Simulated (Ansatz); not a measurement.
**Br2HInO: how energies converge with the basis set**

How large a basis does Br2HInO need? Two functionals are run in growing sets.

Computed with Ansatz 0.2.0, Gaussian basis. Level: one geometry, several basis sets.

Plan: PBE0-D4/def2-SVP; ωB97M-V/def2-SVP; PBE0-D4/def2-QZVPP; ωB97M-V/def2-QZVPP; the functionals' def2-TZVPP values are taken from earlier runs.

**1. The geometry**

All runs share one geometry, relaxed beforehand with PBE0-D4 in a triple-zeta def2 set. In takes the def2 core potential; no spin-orbit term is included.

SMILES `[OH][In]([Br])[Br]`, 5 atoms, charge 0, spin multiplicity 1.

Atoms are counted from 1 here; the program's logs count them from 0.

Bond lengths: O1–In2 1.964 Å, O1–H5 0.962 Å, In2–Br3 2.448 Å, In2–Br4 2.431 Å. Angles: In2–O1–H5 111.8°, O1–In2–Br3 119.2°, O1–In2–Br4 119.0°, Br3–In2–Br4 121.7°.

**2. PBE0-D4 in def2-SVP**

Input file in.yaml:

```yaml
crystal:
  periodic: [false, false, false]
  atoms:
    - {symbol: O, position_ang: [-0.236193, 1.558027, -0.040815]}
    - {symbol: In, position_ang: [-0.118032, -0.400281, -0.123998]}
    - {symbol: Br, position_ang: [1.736777, -1.535137, 1.001007]}
    - {symbol: Br, position_ang: [-1.820545, -1.634214, -1.343238]}
    - {symbol: H, position_ang: [0.487894, 1.937903, 0.465545]}
basis:
  gaussian: {orbitals: def2-SVP}
hamiltonian: {xc: pbe0, dispersion: d4}
output: {orbitals: {seedname: orbitals}}
```

Further steps of the session: ωB97M-V in def2-SVP; PBE0-D4 in def2-QZVPP; ωB97M-V in def2-QZVPP.

**Question.** What will the summary of the whole plan be? Wanted: PBE0-D4: double and triple zeta above quadruple; ωB97M-V: double and triple zeta above quadruple.

The runs gave:

```
                                       quantity           value
PBE0-D4: double and triple zeta above quadruple  23.05, 3.03 eV
ωB97M-V: double and triple zeta above quadruple  22.90, 2.92 eV
```

PBE0-D4 gains 20.01 eV from double to triple zeta, then 3.03 eV more. These are total energies; as a rule much of such shifts cancels in differences, which this series doesn't test.
